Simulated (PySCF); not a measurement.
**AlAsH6 (SMILES [AlH3-][AsH3+]) at HF/cc-pVTZ**

What is the vertical ionisation energy of AlAsH6 at HF/cc-pVTZ? Input form: a Python script.

The calculation is run with PySCF 2.14.0.

**1. The system as given**

AlAsH6: 8 atoms, total charge 0, spin state singlet. SMILES: `[AlH3-][AsH3+]`. Geometry: relaxed at PBE0-D4/def2-TZVP.

Bond lengths: Al1–As2 2.650 Å, Al1–H3 1.596 Å, Al1–H4 1.596 Å, Al1–H5 1.596 Å, As2–H6 1.508 Å, As2–H7 1.508 Å, As2–H8 1.508 Å. Some angles: Al1–As2–H6 120.0°, Al1–As2–H7 120.1°, Al1–As2–H8 120.0°, As2–Al1–H3 96.5°, As2–Al1–H4 96.4°, As2–Al1–H5 96.4°, H6–As2–H7 97.1°, H6–As2–H8 97.1°, H7–As2–H8 97.1°, H3–Al1–H4 118.8°.

**2. The energy at HF/cc-pVTZ**

Contents of input.py:

```python
# [AlH3-][AsH3+]
from pyscf import gto

mol = gto.M(
    atom='''
Al    -1.011192     0.361883    -2.710434
As     0.765717    -0.284593     1.926765
H      0.388528    -2.007456    -3.943292
H     -3.928552     0.110927    -1.989693
H      0.147588     3.113513    -3.132977
H      2.285813     1.779366     3.170582
H      2.556988    -2.428865     2.484990
H     -1.030657    -0.752489     4.088422
''',
    max_memory=1860,
    unit='bohr',
    basis='cc-pvtz',
    charge=0,
    spin=0,
    verbose=4,
)

hf = mol.RHF()
hf.conv_tol = 1e-10
hf.kernel()
if not hf.converged:
    hf = hf.newton().run(hf.mo_coeff, hf.mo_occ)

energy = hf.e_tot
print('Final energy', energy)
```

Started as:

```bash
$ OMP_NUM_THREADS=1 python input.py
```

Standard output:

```text
PySCF version 2.14.0

[INPUT] num. atoms = 8
[INPUT] num. electrons = 52
[INPUT] charge = 0
[INPUT] spin (= nelec alpha-beta = 2S) = 0
[INPUT] symmetry False subgroup None
[INPUT] Mole.unit = bohr
[INPUT] Symbol           X                Y                Z      unit          X                Y                Z       unit  Magmom
[INPUT]  1 Al    -0.535099762265   0.191500236619  -1.434299904503 AA   -1.011192000000   0.361883000000  -2.710434000000 Bohr   0.0
[INPUT]  2 As     0.405199986414  -0.150600129987   1.019600128798 AA    0.765717000000  -0.284593000000   1.926765000000 Bohr   0.0
[INPUT]  3 H      0.205600163404  -1.062299967125  -2.086700262403 AA    0.388528000000  -2.007456000000  -3.943292000000 Bohr   0.0
[INPUT]  4 H     -2.078900190314   0.058700040476  -1.052900192327 AA   -3.928552000000   0.110927000000  -1.989693000000 Bohr   0.0
[INPUT]  5 H      0.078100206205   1.647600125503  -1.657900030737 AA    0.147588000000   3.113513000000  -3.132977000000 Bohr   0.0
[INPUT]  6 H      1.209600148025   0.941599937086   1.677799739753 AA    2.285813000000   1.779366000000   3.170582000000 Bohr   0.0
[INPUT]  7 H      1.353099778196  -1.285300006401   1.315000077364 AA    2.556988000000  -2.428865000000   2.484990000000 Bohr   0.0
[INPUT]  8 H     -0.545400196675  -0.398200030268   2.163499751024 AA   -1.030657000000  -0.752489000000   4.088422000000 Bohr   0.0

nuclear repulsion = 157.609353575849
number of shells = 55
number of NR pGTOs = 266
number of NR cGTOs = 161
basis = cc-pvtz
ecp = {}

******** <class 'pyscf.scf.hf.RHF'> ********
method = RHF
initial guess = minao
damping factor = 0
level_shift factor = 0
DIIS = <class 'pyscf.scf.diis.CDIIS'>
diis_start_cycle = 1
diis_space = 8
diis_damp = 0
SCF conv_tol = 1e-10
SCF conv_tol_grad = None
SCF max_cycles = 50
direct_scf = True
direct_scf_tol = 1e-13
Set gradient conv threshold to 1e-05
Initial guess from minao.
init E= -2478.45408616692
  HOMO = -0.320378386415016  LUMO = 0.0426594795179076  gap/eV = 9.87876
cycle= 1 E= -2479.59241291643  delta_E= -1.14  |g|= 0.27  |ddm|= 1.71
  HOMO = -0.394204609043346  LUMO = 0.0721537503003743  gap/eV = 12.69026
cycle= 2 E= -2479.62667717916  delta_E= -0.0343  |g|= 0.0993  |ddm|= 0.296
  HOMO = -0.402195427269813  LUMO = 0.0836521843317852  gap/eV = 13.22059
cycle= 3 E= -2479.62967876261  delta_E= -0.003  |g|= 0.0377  |ddm|= 0.0971
  HOMO = -0.403623067598738  LUMO = 0.0853959433475833  gap/eV = 13.30689
cycle= 4 E= -2479.63017750902  delta_E= -0.000499  |g|= 0.00581  |ddm|= 0.041
  HOMO = -0.40288011104146  LUMO = 0.0852848682203922  gap/eV = 13.28365
cycle= 5 E= -2479.63020186169  delta_E= -2.44e-05  |g|= 0.00135  |ddm|= 0.01
  HOMO = -0.40296589163672  LUMO = 0.0851946403707036  gap/eV = 13.28352
cycle= 6 E= -2479.63020357817  delta_E= -1.72e-06  |g|= 0.000254  |ddm|= 0.00369
  HOMO = -0.40293673435121  LUMO = 0.0852049780021105  gap/eV = 13.28301
cycle= 7 E= -2479.63020363389  delta_E= -5.57e-08  |g|= 5.35e-05  |ddm|= 0.000711
  HOMO = -0.402943997278712  LUMO = 0.0852001097272543  gap/eV = 13.28308
cycle= 8 E= -2479.63020363562  delta_E= -1.73e-09  |g|= 9.58e-06  |ddm|= 0.000111
  HOMO = -0.402942676030508  LUMO = 0.085199990927598  gap/eV = 13.28304
cycle= 9 E= -2479.6302036357  delta_E= -7.87e-11  |g|= 2.08e-06  |ddm|= 1.98e-05
  HOMO = -0.402942671299341  LUMO = 0.0851999672605723  gap/eV = 13.28304
Extra cycle  E= -2479.63020363571  delta_E= -5.46e-12  |g|= 8.08e-07  |ddm|= 3.04e-06
converged SCF energy = -2479.63020363571
Final energy -2479.630203635708
```

Wall time 11 s (1 thread of Arm Neoverse V1, shared host); peak memory 0.76 GiB.

**3. The doublet cation at the same level**

Contents of calc.py:

```python
from pyscf import gto, scf

mol = gto.Mole()
mol.atom = '''
Al    -1.011192     0.361883    -2.710434
As     0.765717    -0.284593     1.926765
H      0.388528    -2.007456    -3.943292
H     -3.928552     0.110927    -1.989693
H      0.147588     3.113513    -3.132977
H      2.285813     1.779366     3.170582
H      2.556988    -2.428865     2.484990
H     -1.030657    -0.752489     4.088422
'''
mol.unit = 'bohr'
mol.charge = 1
mol.basis = 'cc-pvtz'
mol.max_memory = 1860
mol.spin = 1
mol.verbose = 4
mol.build()

myscf = scf.UHF(mol)
myscf.conv_tol = 1e-10
myscf.kernel()
if not myscf.converged:
    myscf = myscf.newton().run(myscf.mo_coeff, myscf.mo_occ)

energy = myscf.e_tot
print('E(%s) = %.9f' % ('HF', energy))
```

Started as:

```bash
$ OMP_NUM_THREADS=1 python calc.py
```

Standard output:

```text
PySCF version 2.14.0

[INPUT] num. atoms = 8
[INPUT] num. electrons = 51
[INPUT] charge = 1
[INPUT] spin (= nelec alpha-beta = 2S) = 1
[INPUT] symmetry False subgroup None
[INPUT] Mole.unit = bohr
[INPUT] Symbol           X                Y                Z      unit          X                Y                Z       unit  Magmom
[INPUT]  1 Al    -0.535099762265   0.191500236619  -1.434299904503 AA   -1.011192000000   0.361883000000  -2.710434000000 Bohr   0.0
[INPUT]  2 As     0.405199986414  -0.150600129987   1.019600128798 AA    0.765717000000  -0.284593000000   1.926765000000 Bohr   0.0
[INPUT]  3 H      0.205600163404  -1.062299967125  -2.086700262403 AA    0.388528000000  -2.007456000000  -3.943292000000 Bohr   0.0
[INPUT]  4 H     -2.078900190314   0.058700040476  -1.052900192327 AA   -3.928552000000   0.110927000000  -1.989693000000 Bohr   0.0
[INPUT]  5 H      0.078100206205   1.647600125503  -1.657900030737 AA    0.147588000000   3.113513000000  -3.132977000000 Bohr   0.0
[INPUT]  6 H      1.209600148025   0.941599937086   1.677799739753 AA    2.285813000000   1.779366000000   3.170582000000 Bohr   0.0
[INPUT]  7 H      1.353099778196  -1.285300006401   1.315000077364 AA    2.556988000000  -2.428865000000   2.484990000000 Bohr   0.0
[INPUT]  8 H     -0.545400196675  -0.398200030268   2.163499751024 AA   -1.030657000000  -0.752489000000   4.088422000000 Bohr   0.0

nuclear repulsion = 157.609353575849
number of shells = 55
number of NR pGTOs = 266
number of NR cGTOs = 161
basis = cc-pvtz
ecp = {}

******** <class 'pyscf.scf.uhf.UHF'> ********
method = UHF
initial guess = minao
damping factor = 0
level_shift factor = 0
DIIS = <class 'pyscf.scf.diis.CDIIS'>
diis_start_cycle = 1
diis_space = 8
diis_damp = 0
SCF conv_tol = 1e-10
SCF conv_tol_grad = None
SCF max_cycles = 50
direct_scf = True
direct_scf_tol = 1e-13
number electrons alpha = 26  beta = 25
Set gradient conv threshold to 1e-05
init E= -2478.45408616693
[... the frontier-level lines of each cycle are left out ...]

cycle= 1 E= -2479.15735098127  delta_E= -0.703  |g|= 0.308  |ddm|= 1.23
cycle= 2 E= -2479.23782053314  delta_E= -0.0805  |g|= 0.133  |ddm|= 0.372
cycle= 3 E= -2479.24551395176  delta_E= -0.00769  |g|= 0.039  |ddm|= 0.0983
cycle= 4 E= -2479.24689347085  delta_E= -0.00138  |g|= 0.0114  |ddm|= 0.0456
cycle= 5 E= -2479.24711183467  delta_E= -0.000218  |g|= 0.00383  |ddm|= 0.0189
cycle= 6 E= -2479.2471468875  delta_E= -3.51e-05  |g|= 0.00135  |ddm|= 0.00777
cycle= 7 E= -2479.24715163785  delta_E= -4.75e-06  |g|= 0.000566  |ddm|= 0.00281
cycle= 8 E= -2479.24715254547  delta_E= -9.08e-07  |g|= 0.000235  |ddm|= 0.00137
cycle= 9 E= -2479.2471527634  delta_E= -2.18e-07  |g|= 0.000116  |ddm|= 0.000701
cycle= 10 E= -2479.24715284546  delta_E= -8.21e-08  |g|= 6.72e-05  |ddm|= 0.000397
cycle= 11 E= -2479.24715288117  delta_E= -3.57e-08  |g|= 5.47e-05  |ddm|= 0.000223
cycle= 12 E= -2479.24715290591  delta_E= -2.47e-08  |g|= 5.3e-05  |ddm|= 0.000158
cycle= 13 E= -2479.24715292441  delta_E= -1.85e-08  |g|= 5.32e-05  |ddm|= 0.000117
cycle= 14 E= -2479.24715289822  delta_E= 2.62e-08  |g|= 5.25e-05  |ddm|= 0.000167
cycle= 15 E= -2479.24715254449  delta_E= 3.54e-07  |g|= 4.01e-05  |ddm|= 0.0026
cycle= 16 E= -2479.24715221032  delta_E= 3.34e-07  |g|= 1.82e-05  |ddm|= 0.00446
cycle= 17 E= -2479.24715219429  delta_E= 1.6e-08  |g|= 8.51e-06  |ddm|= 0.000666
cycle= 18 E= -2479.24715218697  delta_E= 7.32e-09  |g|= 4.86e-06  |ddm|= 0.000774
cycle= 19 E= -2479.24715218709  delta_E= -1.19e-10  |g|= 2.26e-06  |ddm|= 2.63e-05
cycle= 20 E= -2479.24715218704  delta_E= 5.18e-11  |g|= 1.86e-06  |ddm|= 0.000113
Extra cycle  E= -2479.24715218704  delta_E= -7.28e-12  |g|= 1.17e-06  |ddm|= 2.19e-06
converged SCF energy = -2479.24715218704  <S^2> = 0.76476025  2S+1 = 2.0147062
E(HF) = -2479.247152187
```

Run time: 26 s. Hardware: 1 thread of Arm Neoverse V1, shared host; peak memory 0.75 GiB.

**4. Outcome**

Level: HF/cc-pVTZ.

| quantity | value |
| --- | --- |
| singlet AlAsH6: total energy | -2479.63020 Eh |
| singlet AlAsH6: dipole moment | 4.06 D |
| singlet AlAsH6: HOMO energy | -10.96 eV |
| singlet AlAsH6: LUMO energy | 2.32 eV |
| singlet AlAsH6: HOMO–LUMO gap | 13.28 eV |
| doublet cation: total energy | -2479.24715 Eh |
| doublet cation: HOMO energy (highest over α and β) | -15.69 eV |
| doublet cation: LUMO energy (lowest over α and β) | -9.40 eV |
| doublet cation: ⟨S²⟩ | 0.765 |
| vertical ionisation energy (to the doublet cation) | 10.423 eV |

**Reading.** The vertical ionisation energy comes to 10.42 eV (240 kcal/mol). The negative HOMO energy of the first species, 10.96 eV, lies 0.54 eV above that difference. Mulliken charges (singlet AlAsH6) run from -0.17 on H4 to +0.29 on Al1. Mulliken charges (doublet cation) run from -0.08 on H4 to +0.55 on As2; they depend strongly on the basis.
